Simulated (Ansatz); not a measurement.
# C2H4GaN: small, medium and large basis sets

The task here is to estimate one member of a computed series from the others.

Computed with Ansatz 0.2.0, Gaussian basis. Level: one geometry, several basis sets.

Levels to be run: PBE0-D4/def2-SVP; ωB97M-V/def2-SVP; PBE0-D4/def2-QZVPP; ωB97M-V/def2-QZVPP; the functionals' def2-TZVPP values are taken from earlier runs.

**The geometry**

All runs share one geometry, relaxed beforehand with PBE0-D4 in a triple-zeta def2 set.

8 atoms, charge 0, spin multiplicity 1.

Atoms are counted from 1 here; the program's logs count them from 0.

Bond lengths: N1–C2 1.361 Å, N1–H5 1.009 Å, N1–H6 1.003 Å, C2–C3 1.349 Å, C2–Ga4 2.037 Å, C3–H7 1.090 Å, C3–H8 1.096 Å. Angles: C2–N1–H5 119.9°, C2–N1–H6 119.1°, H5–N1–H6 114.9°, N1–C2–C3 124.7°, N1–C2–Ga4 137.9°, C3–C2–Ga4 97.2°, C2–C3–H7 125.6°, C2–C3–H8 120.2°, H7–C3–H8 114.2°.

Set-up of the first run:

The input, in.yaml:

```yaml
crystal:
  periodic: [false, false, false]
  atoms:
    - {symbol: N, position_ang: [0.231749, 1.315206, 0.100980]}
    - {symbol: C, position_ang: [-0.180118, 0.035119, 0.308582]}
    - {symbol: C, position_ang: [0.202763, -1.025175, -0.432453]}
    - {symbol: Ga, position_ang: [-1.305165, -0.990702, 1.661288]}
    - {symbol: H, position_ang: [0.691172, 1.562077, -0.763026]}
    - {symbol: H, position_ang: [-0.263273, 2.065412, 0.545005]}
    - {symbol: H, position_ang: [0.860597, -0.987666, -1.300968]}
    - {symbol: H, position_ang: [-0.145525, -2.031471, -0.175108]}
basis:
  gaussian: {orbitals: def2-SVP}
hamiltonian: {xc: pbe0, dispersion: d4}
output: {orbitals: {seedname: orbitals}}
```

Started as:

```
$ ansatz run in.yaml --threads 2 --pin off --events-out ev --progress --plain --max-ram 4352MiB
```

Steps of the session up to this table: PBE0-D4 in def2-SVP; ωB97M-V in def2-SVP; PBE0-D4 in def2-QZVPP; ωB97M-V in def2-QZVPP.

One of the session's tables, all rows but one given; the rest of the session is left out.

It belongs to the step «Density functionals: the series». 

| functional | basis | HOMO (eV) |
| --- | --- | --- |
| PBE0-D4 | def2-SVP | ? |
| PBE0-D4 | def2-TZVPP | -5.86 |
| PBE0-D4 | def2-QZVPP | -5.90 |
| ωB97M-V | def2-SVP | -7.91 |
| ωB97M-V | def2-TZVPP | -7.97 |
| ωB97M-V | def2-QZVPP | -8.01 |

Estimate the missing values for PBE0-D4, def2-SVP.

The run gave: HOMO (eV): -5.81. In the column «HOMO (eV)» it is the highest.
